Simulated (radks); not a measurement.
# Pr²⁷⁺ in [Ar] 3d10 4s2 4d2: an all-electron calculation

What are the levels of the praseodymium ion Pr27+, how large are its shells, and how does its energy divide?

The numbers are computed with radks (a radial shooting solver on a logarithmic mesh, Libxc functionals) version 1 (Dirac Kohn-Sham, PBE, spin-unpolarised, spherical densities, point nucleus; open shells fill j = l - 1/2 first), except any that are marked as measured or tabulated.

### 1 What is computed

```
element       : praseodymium (Z = 59)
charge        : +27
electrons     : 32
configuration : [Ar] 3d10 4s2 4d2
```

### 2 The run

Settings of this run:

```text
Z 59
configuration [Ar] 3d10 4s2 4d2
relativity Dirac
functional pbe,pbe
spin unpolarised
j_filling energy
nucleus point
c 137.035999084
```

Command:

```sh
$ python run_ks.py task.json out
```

This one command runs every case of the session in turn.

Q: Predict the outcome of this run.

The runs gave:

```
                        quantity                    value
                    total energy       -8874.3030 hartree
exchange-correlation share of it                   2.08 %
                            −T/E                   1.0784
          highest occupied level        4d3/2, -838.92 eV
    most extended occupied level  4d3/2, <r> = 0.574 bohr
 radius at density 0.001 e/bohr³                1.35 bohr
    maxima of the radial density                        3
```

The radial density shows 3 maxima for 4 occupied principal shells; where shells overlap, one shows as a shoulder or not at all. −T/E is 1.078: with relativity the kinetic term as defined here no longer equals −E. This is not the tabulated ground configuration, so its levels and sizes aren't those of the ground state, and no measured value stands beside it.
